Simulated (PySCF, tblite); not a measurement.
# C₄H₉ClOSi: geometry, infrared bands and NMR shifts

Wanted: the infrared bands and NMR shifts of C₄H₉ClOSi (`[SiH3]OCC1(Cl)CC1`), by calculation.

Programs: tblite 0.8.0 and PySCF 2.14.0, with density-fitted response routines of our own. Each step states its level of theory. These are calculated values for one molecule in the gas phase, unless marked as measured. Atoms are numbered from 0 throughout.

### 1 Starting geometry

16 atoms, charge 0, multiplicity 1; geometry from: force field or distance geometry start.

Bonds of the start (Å): Si0–O1 1.65, O1–C2 1.43, C2–C3 1.51, C3–Cl4 1.77, C3–C5 1.51, C5–C6 1.50, C6–C3 1.52, Si0–H7 1.49, Si0–H8 1.48, Si0–H9 1.48, C2–H10 1.10, C2–H11 1.10, C5–H12 1.08, C5–H13 1.08, C6–H14 1.08, C6–H15 1.10.

### 2 Geometry optimisation with GFN2-xTB

What the job is given:

```
{"job": {"kind": "relax", "xc": "GFN2-xTB", "basis": "xTB"}, "charge": 0, "multiplicity": 1}
Si    -2.648500     0.216500     0.458000
O     -1.000300     0.173200     0.429200
C     -0.343400    -0.242600    -0.766100
C      1.155600    -0.223100    -0.627900
Cl     2.030100    -0.731000    -2.082900
C      1.833300     0.816700     0.230500
C      1.801000    -0.610300     0.691800
H     -3.118400     0.667800     1.797500
H     -3.177500    -1.137000     0.159400
H     -3.125600     1.163400    -0.580100
H     -0.674500    -1.257600    -1.036100
H     -0.630000     0.441600    -1.582400
H      2.784500     1.219300    -0.087500
H      1.227000     1.535200     0.759300
H      2.722600    -1.168300     0.678400
H      1.156400    -0.855000     1.547400
```

Launch:

```bash
OMP_NUM_THREADS=1 python probes_run.py task.json out
```

One launch serves the whole session: the jobs run in the order shown.

**Question.** This job is followed by: GFN2-xTB harmonic vibrations, gas phase; GIAO PBE0/pcSseg-1 NMR shielding, non-relativistic, gas phase. Predict these results of the whole session: strongest single infrared mode (GFN2-xTB); zero-point energy (GFN2-xTB); 13C shifts against TMS (PBE0/pcSseg-1, means over atoms taken as alike); 1H shifts against TMS (PBE0/pcSseg-1, means over atoms taken as alike); 29Si shifts against TMS (PBE0/pcSseg-1); 17O shifts against H2O (PBE0/pcSseg-1); 35Cl shifts against HCl (PBE0/pcSseg-1); surface potential, 1st and 99th percentile.

As calculated:

| quantity | value |
| --- | --- |
| strongest single infrared mode (GFN2-xTB) | 2221 cm⁻¹, 377 km/mol |
| zero-point energy (GFN2-xTB) | 73.5 kcal/mol |
| 13C shifts against TMS (PBE0/pcSseg-1, means over atoms taken as alike) | 69.1, 46.4, 13.6 ppm |
| 1H shifts against TMS (PBE0/pcSseg-1, means over atoms taken as alike) | 4.88, 3.99, 1.15, 0.87 ppm |
| 29Si shifts against TMS (PBE0/pcSseg-1) | -34.7 ppm |
| 17O shifts against H2O (PBE0/pcSseg-1) | 14.2 ppm |
| 35Cl shifts against HCl (PBE0/pcSseg-1) | 148 ppm |
| surface potential, 1st and 99th percentile | -0.68 V and 1.48 V |

In words: Relaxing lowered the energy by 0.190 eV in 45 steps; the close pair that moved most is Si0–H7, from 1.490 to 1.453 Å. All 42 modes are real, so the xTB geometry is a minimum. The strongest single mode, at 2221 cm⁻¹, moves mainly H9 and H8. Unscaled tight-binding wavenumbers are off by several per cent, some by more. Its intensities can rank the bands wrongly. At PBE0/pcSseg-1: The largest span, 500 ppm, is at Cl4, where the paramagnetic term is -345 ppm.
